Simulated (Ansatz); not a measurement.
KCrF3, space group Pm-3m: a scan of the Hubbard U, run with Ansatz 0.2.0 through its Python package.

Script `plus_u_kcrf3.py`:
```python
'''DFT+U scan for KCrF3.'''

import ansatz as az
import numpy as np
from tabulate import tabulate


def count_gap(report):
    # lowest empty less highest filled band, counting bands; zero where they overlap
    return max(report.get('gap_by_band_count_ev') or 0.0, 0.0)


def main() -> None:
    xtal = (
        az.Lattice.from_parameters(4.219636, 4.219636, 4.219636, alpha=90.0, beta=90.0, gamma=90.0)
        .atom('K', (0.5, 0.5, 0.5))
        .atom('Cr', (0.0, 0.0, 0.0))
        .atom('F', (0.5, 0.0, 0.0))
        .atom('F', (0.0, 0.0, 0.5))
        .atom('F', (0.0, 0.5, 0.0))
        .moments(Cr=3)
    )

    model = (
        xtal.calculation()
        .functional('pbesol')
        .kpoints(spacing=0.32)
        .occupations('Gaussian')
        .spin(az.SpinTreatment.COLLINEAR)
        .band_table()
    )
    rows = []
    for u in [0.0, 2.0, 4.0, 6.0]:
        report = model.hubbard('Cr', 'd', u_eff=u).run(threads=1).report
        shell = report['hubbard']['n_scf']
        rows.append((u, count_gap(report), sum(shell) / len(shell), max(abs(m) for m in report['site_moments_mub']), report['n_iterations']))
    print(tabulate(rows, headers=['U_eff eV', 'gap by band count eV', 'Cr d occupation (projector)', 'largest moment muB', 'iterations'], floatfmt='.4f', tablefmt='simple'))


if __name__ == '__main__':
    main()
```

What does raising U do here?

From U = 0 to 6 eV the largest site moment goes from 3.23 to 3.24 μB.

The output:

Output of `python plus_u_kcrf3.py`:
```text
DeckWarning: basis.ecutwfc = 420 eV, auto-derived from the records' recommended cutoffs: set by K (normal level)
RunWarning: this result is not held to the crystal's symmetry: a search behind the close, the SCF from the whole filling of its shells under DFT+U, one down a way that the close's least curvature shows or from a spin flipped beside it, or a hybrid's further exchange loop reached it with operations of the symmetry given up, or time reversal alone, or, in an antiferromagnet whose two spin channels the run had solved as images of one another, that relation alone, in this run, in the run whose [...]
  U_eff eV    gap by band count eV    Cr d occupation (projector)    largest moment muB    iterations
----------  ----------------------  -----------------------------  --------------------  ------------
    0.0000                  0.0000                         4.5111                3.2317            12
    2.0000                  0.0000                         4.4849                3.2637            13
    4.0000                  0.5139                         4.3924                3.2378             2
    6.0000                  1.7867                         4.3482                3.2448             2
```
(Warnings from the package without file and line, shortened.)

Reading the output:
- Other magnetic orders than the one started from may lie lower.
- A gap by band count of zero or less means overlapping bands, a metal.
- With one magnetic atom the cell can hold only ferromagnetic order.
- The structure comes from a database of computed cells and needn't be a stable or known phase.
- Gaps and levels are Kohn-Sham values on a finite set of k-points.
- Shell occupations and the effect of U depend on the projectors; a run with no .spin step is spin-unpolarised, and each U may end in a state that isn't the lowest.
- Run time: 3.9 min on 1 thread of Arm Neoverse V2 (shared host), peak memory 0.75 GiB.
